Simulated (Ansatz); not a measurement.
**CHFO2Sn: how energies converge with the basis set**

Aim: see how fast density functionals converge with the basis set for CHFO2Sn.

Method: one geometry, several basis sets; program: Ansatz 0.2.0, Gaussian basis.

The runs, in order: PBE0-D4/def2-SVP; ωB97M-V/def2-SVP; PBE0-D4/def2-QZVPP; ωB97M-V/def2-QZVPP; the functionals' def2-TZVPP values are taken from earlier runs.

## 1. The geometry

An earlier PBE0-D4 in a triple-zeta def2 set relaxation fixed the geometry. Sn takes the def2 core potential; no spin-orbit term is included.

6 atoms, charge 0, spin multiplicity 1.

Atoms are counted from 1 here; the program's logs count them from 0.

Bond lengths: O1–C2 1.148 Å, C2–O3 1.166 Å, Sn4–F5 1.967 Å, Sn4–H6 1.784 Å. Angles: O1–C2–O3 177.8°, F5–Sn4–H6 92.8°.

Geometry (Å):

```
O     1.75651   -1.53457    0.21320
C     0.95677   -0.88477    0.71915
O     0.15026   -0.24846    1.27139
Sn   -1.10118    1.56215   -0.26227
F     0.40834    0.88162   -1.32355
H    -2.12870    0.16013   -0.66402
```

## 2. PBE0-D4 in def2-SVP

File in.yaml:

```yaml
crystal:
  periodic: [false, false, false]
  atoms:
    - {symbol: O, position_ang: [1.756512, -1.534574, 0.213202]}
    - {symbol: C, position_ang: [0.956772, -0.884772, 0.719146]}
    - {symbol: O, position_ang: [0.150261, -0.248461, 1.271387]}
    - {symbol: Sn, position_ang: [-1.101180, 1.562155, -0.262265]}
    - {symbol: F, position_ang: [0.408339, 0.881617, -1.323549]}
    - {symbol: H, position_ang: [-2.128704, 0.160135, -0.664021]}
basis:
  gaussian: {orbitals: def2-SVP}
hamiltonian: {xc: pbe0, dispersion: d4}
output: {orbitals: {seedname: orbitals}}
```

Run with:

```sh
$ ansatz run in.yaml --threads 2 --pin off --events-out ev --progress --plain --max-ram 4352MiB
```

After this run come: ωB97M-V in def2-SVP; PBE0-D4 in def2-QZVPP; ωB97M-V in def2-QZVPP.

Q: Predict the results of all the runs planned. Wanted: PBE0-D4: double and triple zeta above quadruple; ωB97M-V: double and triple zeta above quadruple.

As calculated:

```
                                       quantity           value
PBE0-D4: double and triple zeta above quadruple  10.26, 0.48 eV
ωB97M-V: double and triple zeta above quadruple  10.49, 0.45 eV
```

What this shows: PBE0-D4 gains 9.78 eV from double to triple zeta, then 0.48 eV more. Total energies overstate the basis error of differences, where much of it tends to cancel.
